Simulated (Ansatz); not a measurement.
**CH on Al (001)**

This session takes Al and sets out to find where and how strongly CH adsorbs.

Method: DFT PBEsol, scalar-relativistic, plane waves, PAW, in Ansatz 0.2.0.

5 further runs of the same task are left out: 1 for a known fault of the program, 2 that didn't finish, 2 set aside as unsound or not needed.

**1. The structure to begin with**

Symmetry: P3m1, No. 156, trigonal system. Conventional cell: a = 2.836 Å, b = 2.836 Å, c = 35.644 Å, α = 90.00°, β = 90.00°, γ = 120.00°. Around Al (site symmetry 3m) lie 9 Al at 2.84 to 2.85 Å. Al (site symmetry 3m) is surrounded by 12 Al at 2.84 to 2.85 Å. Al (site symmetry 3m) is surrounded by 12 Al at 2.83 to 2.85 Å. Al (site symmetry 3m) is surrounded by 12 Al at 2.83 to 2.84 Å. Around Al (site symmetry 3m) lie 12 Al at 2.83 to 2.86 Å. Al (site symmetry 3m) is surrounded by 12 Al at 2.84 to 2.86 Å. Around Al (site symmetry 3m) lie 12 Al at 2.84 to 2.87 Å. Only part of the 9 independent sites is listed.

As a file:

```cif
data_structure
_symmetry_space_group_name_H-M 'P 1'
_symmetry_Int_Tables_number 1
_cell_length_a 2.8363
_cell_length_b 2.8363
_cell_length_c 35.6443
_cell_angle_alpha 90.000
_cell_angle_beta 90.000
_cell_angle_gamma 120.000
_cell_volume 248.32
loop_
_atom_site_label
_atom_site_type_symbol
_atom_site_fract_x
_atom_site_fract_y
_atom_site_fract_z
_atom_site_occupancy
Al1 Al 0.33333 0.66667 0.23847 1
Al2 Al 0.00000 0.00000 0.30385 1
Al3 Al 0.66667 0.33333 0.36923 1
Al4 Al 0.00000 0.00000 0.43462 1
Al5 Al 0.33333 0.66667 0.49945 1
Al6 Al 0.00000 0.00000 0.56426 1
Al7 Al 0.66667 0.33333 0.63010 1
Al8 Al 0.00000 0.00000 0.69533 1
Al9 Al 0.33333 0.66667 0.76137 1
```

Miller indices refer to the conventional cell of the relaxed bulk, P6_3/mmc (No. 194): a = 2.836 Å, b = 2.836 Å, c = 9.322 Å, α = 90.00°, β = 90.00°, γ = 120.00°.

It is a (001) slab, 18.6 Å thick as cut, with 17 Å of vacuum; its outer planes are Al (top) and Al (bottom). An earlier relaxation, lower half held, gave -4720.0105 eV, work function 4.13 eV.

**2. CH at the top (Al) site**

The input, input.yaml:

```yaml
crystal:
  lattice:
    - [2.8362844918, 0.0, 0.0]
    - [-1.4181422459, 2.4562944222, 0.0]
    - [0.0, 0.0, 38.7442989108]
  atoms:
    - { symbol: Al, position: [0.3333333333, 0.6666666667, 0.219387116] }
    - { symbol: Al, position: [0.0, 0.0, 0.2795388656] }
    - { symbol: Al, position: [0.6666666667, 0.3333333333, 0.3396906151] }
    - { symbol: Al, position: [0.0, 0.0, 0.3998423647] }
    - { symbol: Al, position: [0.3333333333, 0.6666666667, 0.4594894326] }
    - { symbol: Al, position: [0.0, 0.0, 0.51911165] }
    - { symbol: Al, position: [0.6666666667, 0.3333333333, 0.5796832751] }
    - { symbol: Al, position: [0.0, 0.0, 0.6396952382] }
    - { symbol: Al, position: [0.3333333333, 0.6666666667, 0.7004536883] }
    - { symbol: C, position: [0.3333333333, 0.6666666667, 0.7515579812] }
    - { symbol: H, position: [0.3333333333, 0.6666666667, 0.7799492551] }
basis:
  ecutwfc: 420
kpoints:
  mp_grid: { grid: [12, 12, 1] }
hamiltonian:
  xc: pbesol
scf:
  occupations: { method: gaussian, width: 0.1 }
output:
  forces: true
  eigenvalues: true
  write_density: true
  write_potential: true
  elf: true
  volumetric_format: npy
relax:
  adjacent_minimum: "off"
  f_tol: 0.03
  max_steps: 70
  constraints: [{ sites: [0, 1, 2, 3] }]
efield:
  axis: 3
  dipole_correction: true
  ramp_width: 0.04
```

Started as:

```bash
> ansatz run input.yaml --threads 1 --pin off --max-ram 2560MiB --backend cpu --events-out ev --progress --plain --runs-dir out
```

The session goes on with these runs: CH at the hollow (nearest Al) site; CH at the bridge (Al-Al) site.

What does the calculation give? Wanted: CH: lowest end.

**Answer**, as computed:

| quantity | value |
| --- | --- |
| CH: lowest end | E_ads -5.31 eV, from the bridge (Al-Al) start, 3 bonded, 1.08 Å high |

The strongest binding of CH is 5.31 eV, a strong chemical bond; the ends span 1.54 eV. On the way to the lowest end the anchoring atom slid 0.8 Å from where it was put. It lowers the work function by 0.57 eV, as a dipole layer with its positive end outwards does. The slab runs have no spin polarisation, while the free adsorbate has its spin; a moment that survived on the surface would lower E_ads. A start on a symmetric site keeps its symmetry, so an end may be a saddle point and not a minimum.
